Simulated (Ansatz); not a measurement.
This script for the Ansatz DFT code, driven from Python starts 5 runs on I₂. What input does the engine get in each?

Script `dimer.py`:
```python
import ansatz as az

FIRST = [
    ("I", (0.0, 0.0, -1.31)),
    ("I", (0.0, 0.0, 1.31)),
]
SECOND = [
    ("I", (3.4056, -1.5293, 2.6704)),
    ("I", (2.7683, -1.8862, 5.1865)),
]

def energy(atoms, ghosts=()):
    molecule = az.Crystal.molecule()
    for symbol, xyz in atoms:
        molecule = molecule.atom(symbol, xyz)
    calc = (
        molecule.calculation()
        .basis(gaussian="def2-SVPD")
        .functional("b3lyp", dispersion="d4")
    )
    deck = calc.input()
    if ghosts:
        deck = deck.set(az.key.basis.gaussian.ghost_atoms, [{"symbol": s, "position_ang": list(xyz)} for s, xyz in ghosts])
    return az.Session.from_dict(deck).plan().execute().report["free_energy_ev"]

both = energy(FIRST + SECOND)
alone = energy(FIRST) + energy(SECOND)
ghosted = energy(FIRST, SECOND) + energy(SECOND, FIRST)
print(f"dimer {both:.6f} eV")
print(f"interaction, uncorrected   {(both - alone):8.3f} eV")
print(f"interaction, counterpoise  {(both - ghosted):8.3f} eV")
print(f"basis-set superposition    {(alone - ghosted):8.3f} eV")
```

Run 1:
```yaml
crystal:
  periodic: [false, false, false]
  atoms:
    - { symbol: I, position_ang: [0.0, 0.0, -1.31] }
    - { symbol: I, position_ang: [0.0, 0.0, 1.31] }
    - { symbol: I, position_ang: [3.4056, -1.5293, 2.6704] }
    - { symbol: I, position_ang: [2.7683, -1.8862, 5.1865] }
basis:
  gaussian:
    orbitals: def2-SVPD
hamiltonian:
  xc: b3lyp
  dispersion: d4
```

Run 2, against run 1:
```diff
-    - { symbol: I, position_ang: [3.4056, -1.5293, 2.6704] }
-    - { symbol: I, position_ang: [2.7683, -1.8862, 5.1865] }
```

Run 3, against run 1:
```diff
-    - { symbol: I, position_ang: [0.0, 0.0, -1.31] }
-    - { symbol: I, position_ang: [0.0, 0.0, 1.31] }
```

Run 4, against run 1:
```diff
-    - { symbol: I, position_ang: [3.4056, -1.5293, 2.6704] }
-    - { symbol: I, position_ang: [2.7683, -1.8862, 5.1865] }
+    ghost_atoms:
+      - { symbol: I, position_ang: [3.4056, -1.5293, 2.6704] }
+      - { symbol: I, position_ang: [2.7683, -1.8862, 5.1865] }
```

Run 5, against run 1:
```diff
-    - { symbol: I, position_ang: [0.0, 0.0, -1.31] }
-    - { symbol: I, position_ang: [0.0, 0.0, 1.31] }
+    ghost_atoms:
+      - { symbol: I, position_ang: [0.0, 0.0, -1.31] }
+      - { symbol: I, position_ang: [0.0, 0.0, 1.31] }
```

Output of `python dimer.py`:
```text
dimer -32414.558297 eV
interaction, uncorrected     -0.043 eV
interaction, counterpoise    -0.035 eV
basis-set superposition       0.008 eV
```

Uncorrected it is -0.043 eV, with the counterpoise correction -0.035 eV; the difference, 0.008 eV, is the superposition error.

Total energies depend on the basis set; only differences at equal settings carry meaning. The dimer is a generated trial pose of unrelaxed monomers, not a minimum, so the figure is no binding energy, and the basis set is small. def2 sets replace the cores of elements past krypton by effective core potentials. b3lyp holds the VWN-RPA fit, as in Gaussian; the form of ORCA and Turbomole is b3lyp5. The spin state was assumed, and another may lie lower. Hardware and time: 20 s on 1 thread of Arm Neoverse V2, with other jobs on the host, peak memory 0.52 GiB.
